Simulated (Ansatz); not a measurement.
# EuZnAsF: the cost of one run

Computed with Ansatz 0.2.0 (DFT PBE+U (U_eff = 6 eV on Eu 4f), scalar-relativistic, plane waves, PAW, unless a step's input says otherwise).

**1. The starting structure**

It takes space group P4/nmm (No. 129, tetragonal). The conventional cell has a = 4.126 Å, b = 4.126 Å, c = 9.170 Å, α = 90.00°, β = 90.00°, γ = 90.00°. Eu (site symmetry 4mm) has 4 F at 2.52 Å as nearest neighbours. Around Zn (site symmetry -4m2) lie 4 As at 2.59 Å and 4 Zn at 2.92 Å. As (site symmetry 4mm) has 4 Zn at 2.59 Å as nearest neighbours. F (site symmetry -4m2) is surrounded by 4 Eu at 2.52 Å.

As a file:

```
Eu Zn As F
1.0
     4.12589    0.00000    0.00000
     0.00000    4.12589    0.00000
     0.00000    0.00000    9.16960
Eu Zn As F
2 2 2 2
Direct
  0.00000 0.50000 0.84154
  0.50000 0.00000 0.15846
  0.50000 0.50000 0.50000
  0.00000 0.00000 0.50000
  0.00000 0.50000 0.32912
  0.50000 0.00000 0.67088
  0.50000 0.50000 0.00000
  0.00000 0.00000 0.00000
```

This cell comes from an earlier session at PBE+U (U_eff = 6 eV on Eu 4f): 19.512 Å³/atom at 0.01 GPa, on a 6×6×4 mesh.

**2. Coarse mesh, to find the state of the open shells**

The input, input.yaml:

```yaml
crystal:
  lattice:
    - [4.1258921845, 0.0, 0.0]
    - [0.0, 4.1258921845, 0.0]
    - [0.0, 0.0, 9.1695961991]
  atoms:
    - { symbol: Eu, position: [0.0, 0.5, 0.8415370574], spin: 7.0 }
    - { symbol: Eu, position: [0.5, 0.0, 0.1584629426], spin: -7.0 }
    - { symbol: Zn, position: [0.5, 0.5, 0.5] }
    - { symbol: Zn, position: [0.0, 0.0, 0.5] }
    - { symbol: As, position: [0.0, 0.5, 0.3291223696] }
    - { symbol: As, position: [0.5, 0.0, 0.6708776304] }
    - { symbol: F, position: [0.5, 0.5, 0.0] }
    - { symbol: F, position: [0.0, 0.0, 0.0] }
basis:
  ecutwfc: 420
  ecutrho_ratio: 4
kpoints:
  mp_grid: { grid: [4, 4, 2] }
hamiltonian:
  xc: pbe
  hubbard: { sites: [{ species: Eu, l: f, u_eff: 6.0 }] }
scf:
  occupations: { method: gaussian, width: 0.05 }
output:
  forces: true
  stress: true
  eigenvalues: true
  populations: true
  hubbard: { sites: [{ species: Eu, l: f }] }
magnetization:
  spin_polarized: true
```

On the command line:

```bash
$ ansatz run input.yaml --threads 4 --pin off --max-ram 10240MiB --backend cpu --events-out ev --progress --plain --runs-dir out
```

**Question.** How long does this run take on 4 threads of Arm Neoverse V1, shared host, and how much memory does it need?

About 32 s, with a peak of 0.76 GiB.
